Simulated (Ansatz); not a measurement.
# MgI2: the cost of one run

Computed with Ansatz 0.2.0 (DFT PBE+D3(BJ), scalar-relativistic, plane waves, PAW, unless a step's input says otherwise).

## 1. Starting point

Symmetry: P-3m1, No. 164, trigonal system. Conventional cell: a = 4.154 Å, b = 4.154 Å, c = 6.862 Å, α = 90.00°, β = 90.00°, γ = 120.00°. Mg (site symmetry -3m) is surrounded by 6 I at 2.92 Å. I (site symmetry 3m) is surrounded by 3 Mg at 2.92 Å.

Structure file:

```
Mg I
1.0
     4.15370    0.00000    0.00000
    -2.07685    3.59721    0.00000
     0.00000    0.00000    6.86200
Mg I
1 2
Cartesian
  0.0000 0.0000 0.0000
  0.0000 2.3981 5.1989
  2.0769 1.1991 1.6631
```

Source of the structure: the Crystallography Open Database.

## 2. Quick check of gap, pressure and forces

The input, input.yaml:

```yaml
crystal:
  lattice:
    - [4.1537001214, 0.0, 0.0]
    - [-2.0768500607, 3.5972098248, 0.0]
    - [0.0, 0.0, 6.862]
  atoms:
    - { symbol: Mg, position: [0.0, 0.0, 0.0] }
    - { symbol: I, position: [0.3333333333, 0.6666666667, 0.75763] }
    - { symbol: I, position: [0.6666666667, 0.3333333333, 0.24237] }
basis:
  ecutwfc: 420
kpoints:
  mp_grid: { grid: [6, 6, 4] }
hamiltonian:
  xc: pbe
  dispersion: d3bj
scf:
  occupations: { method: gaussian, width: 0.1 }
output:
  forces: true
  stress: true
  eigenvalues: true
```

On the command line:

```sh
ansatz run input.yaml --threads 4 --pin off --max-ram 5120MiB --backend cpu --events-out ev --progress --plain --runs-dir out
```

**Question.** How long does this run take on 4 threads of Intel Xeon Platinum 8375C at 2.90GHz (Ice Lake), shared host, and how much memory does it need?

About 1.1 s, with a peak of 0.47 GiB.
